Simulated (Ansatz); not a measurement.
# GeBH₆ radical (built from SMILES B.[GeH3]): a reaction path by the nudged elastic band

What path joins these two structures, and how high does it climb? Both ends were relaxed at PBE0-D4 in triple zeta. A second band with other settings follows.

The runs use Ansatz 0.2.0, Gaussian basis; PBE0-D4/def2-SVP, unrestricted.

10 further runs of the same task are left out: 10 set aside as unsound or not needed.

### 1 Starting geometry

The first end: 8 atoms, charge 0, spin multiplicity 2.

Atoms are counted from 1 here; the program's logs count them from 0.

Bond lengths: H1–B2 1.315 Å, H1–Ge3 1.715 Å, B2–Ge3 2.190 Å, B2–H4 1.208 Å, B2–H5 1.209 Å, B2–H7 1.209 Å, Ge3–H6 1.546 Å, Ge3–H8 1.546 Å. Angles: B2–H1–Ge3 91.6°, H1–B2–Ge3 51.5°, H1–B2–H4 111.7°, H1–B2–H5 86.0°, H1–B2–H7 111.7°, Ge3–B2–H4 88.0°, Ge3–B2–H5 137.5°, Ge3–B2–H7 87.4°, H4–B2–H5 111.9°, H4–B2–H7 119.2°, H5–B2–H7 111.6°, H1–Ge3–B2 36.9°, H1–Ge3–H6 97.0°, H1–Ge3–H8 97.0°, B2–Ge3–H6 115.2°, B2–Ge3–H8 115.2°, H6–Ge3–H8 111.9°.

Coordinates:

```xyz
8
BGeH6
H    -0.77934   -0.25713    0.10840
B    -0.18912    0.19790   -0.97509
Ge    0.65778   -0.07504    1.02613
H     0.64467   -0.57341   -1.38629
H    -1.25617    0.04041   -1.52076
H     0.06550    0.84103    2.12193
H     0.08998    1.36943   -0.87366
H     0.76669   -1.54318    1.49924
```

The second end:

```
H    -1.5215   -0.1032    1.3874
B     0.0874    0.2105   -1.2179
Ge   -0.0561   -0.1941    0.9473
H     1.2494    0.2332   -1.4940
H    -0.6895   -0.5161   -1.7616
H     0.8201    0.8036    1.7128
H    -0.3750    1.2005   -0.6396
H     0.4853   -1.6344    1.0653
```

### 2 The band at PBE0-D4/def2-SVP

neb/in.yaml

```yaml
crystal:
  periodic: [false, false, false]
  atoms:
    - {symbol: H, position_ang: [-0.779340, -0.257134, 0.108397]}
    - {symbol: B, position_ang: [-0.189117, 0.197896, -0.975087]}
    - {symbol: Ge, position_ang: [0.657781, -0.075039, 1.026130]}
    - {symbol: H, position_ang: [0.644675, -0.573413, -1.386288]}
    - {symbol: H, position_ang: [-1.256168, 0.040411, -1.520764]}
    - {symbol: H, position_ang: [0.065502, 0.841029, 2.121934]}
    - {symbol: H, position_ang: [0.089977, 1.369430, -0.873662]}
    - {symbol: H, position_ang: [0.766691, -1.543179, 1.499242]}
basis:
  gaussian: {orbitals: def2-SVP}
magnetization: {spin_polarized: true, initial_magnetization: 1}
hamiltonian: {xc: pbe0, dispersion: d4}
neb:
  images: 5
  climbing: true
  max_iterations: 40
  initial_path: idpp
  final_atoms:
    - {symbol: H, position_ang: [-1.521463, -0.103182, 1.387407]}
    - {symbol: B, position_ang: [0.087355, 0.210501, -1.217853]}
    - {symbol: Ge, position_ang: [-0.056149, -0.194061, 0.947263]}
    - {symbol: H, position_ang: [1.249383, 0.233211, -1.493955]}
    - {symbol: H, position_ang: [-0.689500, -0.516103, -1.761558]}
    - {symbol: H, position_ang: [0.820088, 0.803563, 1.712837]}
    - {symbol: H, position_ang: [-0.374979, 1.200471, -0.639552]}
    - {symbol: H, position_ang: [0.485264, -1.634401, 1.065311]}
```

Launch:

```bash
$ ansatz run in.yaml --threads 4 --pin off --events-out ev --progress --plain --max-ram 9574MiB
```

### 3 The band at B3LYP-D4/def2-SVP, other settings

neb/in.yaml: that of step 2 with these lines changed.

```diff
@@ -14,7 +14,7 @@
 magnetization: {spin_polarized: true, initial_magnetization: 1}
-hamiltonian: {xc: pbe0, dispersion: d4}
+hamiltonian: {xc: {name: B3LYP}, dispersion: d4}
 neb:
   images: 5
-  climbing: true
-  max_iterations: 40
+  climbing: immediate
+  max_iterations: 60
   initial_path: idpp
```

What does the calculation give? Wanted: from earlier runs: barrier over the separately found saddle, CCSD(T)/def2-TZVPP.

**Answer**, as computed:

```
                                                                       quantity                                                 value
                                                PBE0-D4/def2-SVP, 21 iterations   highest 39.4 kJ/mol (image 2), last end -5.1 kJ/mol
                                                B3LYP-D4/def2-SVP, 8 iterations  highest 30.4 kJ/mol (image 2), last end -12.1 kJ/mol
from earlier runs: barrier over the separately found saddle, CCSD(T)/def2-TZVPP                                           32.7 kJ/mol
```

**Reading.** The highest image lies 39.4 kJ/mol above the first end, and it climbed, so it estimates the saddle. The ends are not quite minima at this level (largest force component 0.31 eV/Å), so the heights are unreliable: relaxing the first end would lower it and raise the barrier above it. The highest image is 6.8 kJ/mol above the CCSD(T) barrier in triple zeta, which comes from separate runs on the saddle. The second band's highest image lies at 30.4 kJ/mol; the levels differ.
